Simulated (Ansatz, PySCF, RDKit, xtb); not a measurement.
# GeSiH3Cl2F: from the formula to a structure

Given the formula GeSiH3Cl2F and nothing else, which arrangement of the atoms is the most stable in the gas at 298.15 K, and what are its properties?

Plan: many cheap relaxations first (GFN2-xTB), then density-functional screening, relaxation at PBE0-D3(BJ)/def2-SVP, vibrations and a final energy. The numbers are computed, not measured.

7 further runs of the same task are left out: 7 set aside as unsound or not needed.

**1. Possible bonding patterns**

All bonding patterns within simple valence rules are listed by program: one Lewis structure each, at most two rings and one unusual centre or charged pair. O–O, O–halogen and N–halogen bonds and N–N–N chains are not drawn. That gives 6 candidates.

```
label                     SMILES     spin
 c042     F[SiH2][GeH]([Cl])[Cl]  singlet
 c116    [F][Ge@H]([Cl])[SiH2]Cl  singlet
 c350      F[Si@H](Cl)[GeH2][Cl]  singlet
 c460       [F][GeH2][SiH](Cl)Cl  singlet
 c464        F[Si](Cl)(Cl)[GeH3]  singlet
 c726  [F][Ge]([SiH3])([Cl])[Cl]  singlet
```

Candidates are built by distance geometry, with a force field where one applies, in up to four conformers (letters a to d). 10 starts with atoms placed at random are added, to find patterns that the rules miss.

**Question.** With final energies at CCSD(T)/def2-SVP + MP2/def2-TZVPP - MP2/def2-SVP, which structure will this search put lowest in free energy, and by what margin?

| quantity | value |
| --- | --- |
| lowest structure found | F[Si](Cl)(Cl)[GeH3], singlet, Cs |
| next finalist | F[Si@H](Cl)[GeH2][Cl], singlet, 8.5 kcal/mol higher in G |
| share at equilibrium, among the finalists | 100.0 % |
| harmonic wavenumbers, lowest and highest (PBE0-D3(BJ)/def2-SVP) | 91 and 2183 cm⁻¹ |
| rotational constants, same geometry | 0.05776, 0.03326, 0.02733 cm⁻¹ |
| dipole moment (PBE0/def2-TZVPD) | 1.87 D |
| HOMO energy (PBE0/def2-TZVPD) | -8.76 eV |
| LUMO energy (PBE0/def2-TZVPD) | -0.62 eV |
| HOMO–LUMO gap (PBE0/def2-TZVPD) | 8.14 eV |
| lowest excitation (TD-PBE0/def2-SVPD) | 7.09 eV (f = 0.108) |
| strongest of the states computed, same level | 7.38 eV (f = 0.249) |
| lowest triplet excitation, same level, Tamm-Dancoff | 6.18 eV |
| vertical ionisation energy | 10.63 eV |
| vertical electron affinity | -0.58 eV (unbound: the value depends on the basis) |
| vertical triplet less singlet | +6.09 eV |

The lowest structure found is `F[Si](Cl)(Cl)[GeH3]`. The margin of 8.5 kcal/mol over the next finalist is beyond the usual error of the last level; it says nothing of structures that weren't ranked. HF/STO-3G, r2SCAN-D4/def2-SVP, PBE0-D3(BJ)/def2-SVP, HF/def2-SVP and MP2/def2-SVP already put its bonding pattern lowest among the structures in one piece; GFN2-xTB favours the singlet F[SiH2][GeH]([Cl])[Cl] (c042a, not a finalist). The search is not exhaustive (a finite list of starts, one conformer a finalist), so a lower isomer can't be ruled out. Patterns outside the rules of the enumeration were met only by chance.
